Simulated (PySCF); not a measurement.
# CH7FGeN2: the cost of one run

Computed with PySCF 2.14.0, with density-fitted response routines of our own, on a single molecule in the gas phase. Atoms count from 0, in the outputs and in this text.

## 1. Starting geometry

12 atoms, charge 0, multiplicity 1; geometry from: PBE0-D3(BJ)/def2-SVP.

Bonds of the start (Å): C0–N1 1.45, N1–Ge2 1.80, Ge2–N3 1.81, Ge2–F4 1.75, C0–H5 1.10, C0–H6 1.10, C0–H7 1.11, N1–H8 1.01, Ge2–H9 1.54, N3–H10 1.02, N3–H11 1.02.

## 2. Nuclear shieldings: PBE0/pcSseg-1

The job: settings as JSON, then the geometry in Å.

```
{"job": {"kind": "nmr", "xc": "PBE0", "basis": "pcSseg-1", "pop": false}, "charge": 0, "multiplicity": 1}
C     -1.597956    -0.168429     0.088580
N     -0.679660     0.212443    -0.960388
Ge     1.058800     0.564076    -0.664591
N      1.665946    -0.708507     0.475448
F      1.341825     2.026456     0.257551
H     -1.034133    -0.653615     0.899230
H     -2.342049    -0.897733    -0.275634
H     -2.147707     0.683497     0.530311
H     -1.109864     0.672997    -1.754647
H      1.746335     0.808627    -2.016463
H      2.496322    -0.456283     1.002626
H      1.759508    -1.646628     0.099351
```

With the program's defaults for keys left out, this is: GIAO PBE0/pcSseg-1 NMR shielding, non-relativistic, gas phase.

Command:

```sh
> OMP_NUM_THREADS=1 python probes_run.py task.json out
```

One launch serves the whole session: the jobs run in the order shown.

**Question.** How long does this first job take on 1 thread of Arm Neoverse V1, shared host, and how much memory does it need?

About 14 s, with a peak of 0.81 GiB.
